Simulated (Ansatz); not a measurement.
## MgS, space group Fm-3m: an equation of state with a fit, step by step

Program: Ansatz's Python interface.

Run as a notebook:

**Cell 1**
```python
import ansatz as az
import numpy as np
from scipy.optimize import curve_fit
```

**Cell 2**
```python
FUNCTIONAL = "PBE"
CUTOFF = 510
FILLING = "fixed"
SCF_TOL = 1e-08
KMESH = (6, 6, 6)

vectors0 = np.array([
    [0.0, 2.60165, 2.60165],
    [2.60165, 0.0, 2.60165],
    [2.60165, 2.60165, 0.0],
])
sites = [
    ("Mg", (0.0, 0.0, 0.0)),
    ("S", (0.5, 0.5, 0.5)),
]
```

**Cell 3**
```python
def on_lattice(cell):
    crystal = az.Crystal(lattice=az.Lattice.of(cell))
    for symbol, position in sites:
        crystal = crystal.atom(symbol, position)
    return crystal
```

**Cell 4**
```python
def vinet(v, e0, v0, b0, b1):
    eta = (v / v0) ** (1 / 3)
    return e0 + 2 * b0 * v0 / (b1 - 1) ** 2 * (2 - (5 + 3 * b1 * (eta - 1) - 3 * eta) * np.exp(-1.5 * (b1 - 1) * (eta - 1)))
```

**Cell 5**
```python
volumes, energies, pressures = [], [], []
for scale in np.linspace(0.9, 1.1, 9):
    cell = vectors0 * scale ** (1 / 3)
    calc = on_lattice(cell).calculation()
    calc = calc.functional(FUNCTIONAL)
    calc = calc.basis(CUTOFF).occupations(FILLING)
    calc = calc.scf(tolerance=SCF_TOL)
    calc = calc.kpoints(*KMESH)
    calc = calc.stress()
    report = calc.run(threads=1).report
    volumes.append(abs(np.linalg.det(cell)) / len(sites))
    energies.append(report["free_energy_ev"] / len(sites))
    pressures.append(np.trace(report["stress_gpa"]) / 3)
    print(f"V = {volumes[-1]:8.4f} A^3/atom  F = {energies[-1]:.5f} eV/atom  P = {pressures[-1]:8.3f} GPa")
```
Output:
```text
DeckWarning: output.stress: scf.convergence.dr2_threshold = 1e-8 eV is looser than the 2e-10 eV advised for a printed stress (1e-10 eV for each atom of the cell: 2). What an SCF threshold leaves in a stress goes as its square root, and in the free energy as [...]
V =  15.8485 A^3/atom  F = -1414.30766 eV/atom  P =   11.441 GPa
V =  16.2888 A^3/atom  F = -1414.33478 eV/atom  P =    8.368 GPa
V =  16.7290 A^3/atom  F = -1414.35398 eV/atom  P =    5.665 GPa
V =  17.1692 A^3/atom  F = -1414.36621 eV/atom  P =    3.284 GPa
V =  17.6095 A^3/atom  F = -1414.37229 eV/atom  P =    1.185 GPa
V =  18.0497 A^3/atom  F = -1414.37294 eV/atom  P =   -0.666 GPa
V =  18.4900 A^3/atom  F = -1414.36882 eV/atom  P =   -2.300 GPa
V =  18.9302 A^3/atom  F = -1414.36048 eV/atom  P =   -3.742 GPa
V =  19.3704 A^3/atom  F = -1414.34841 eV/atom  P =   -5.015 GPa
```

**Cell 6**
```python
guess = (min(energies), volumes[int(np.argmin(energies))], 0.5, 4.5)
(e0, v0, b0, b1), _ = curve_fit(vinet, np.array(volumes), np.array(energies), p0=guess, maxfev=20000)
print(f"Vinet fit: V0 = {v0:.4f} A^3/atom, B0 = {160.21766 * b0:.1f} GPa, B1 = {b1:.2f}")
print("largest residual", round(1000 * float(np.abs(vinet(np.array(volumes), e0, v0, b0, b1) - energies).max()), 3), "meV/atom")
```
Output:
```text
Vinet fit: V0 = 17.8844 A^3/atom, B0 = 74.1 GPa, B1 = 4.11
largest residual 0.007 meV/atom
```

A third-order Birch-Murnaghan fit through the 9 points (the script's own form differs a little) has its minimum at 17.88 Å³ an atom, 1.6 % above the typed cell, with a bulk modulus of 74 GPa and dB/dP = 4.1. From that minimum the energy rises by 65.6 meV an atom on the compressed side and 24.9 meV on the expanded side.

Caveats:
- Absolute energies stand on the zero of these potentials, so only differences at equal settings mean something.
- Pressure is positive in compression.
- The starting cell is as deposited in a crystallographic database; the results hold for this polymorph, which needn't be the stable one.
- Warnings are shown shortened and without file and line.
- Timing: 2.2 s on 1 thread of AMD EPYC 9R45 96-Core Processor (Zen 5) (shared host), peak memory 0.41 GiB.

(Lines on the test bed's own set-up are left out of the output.)
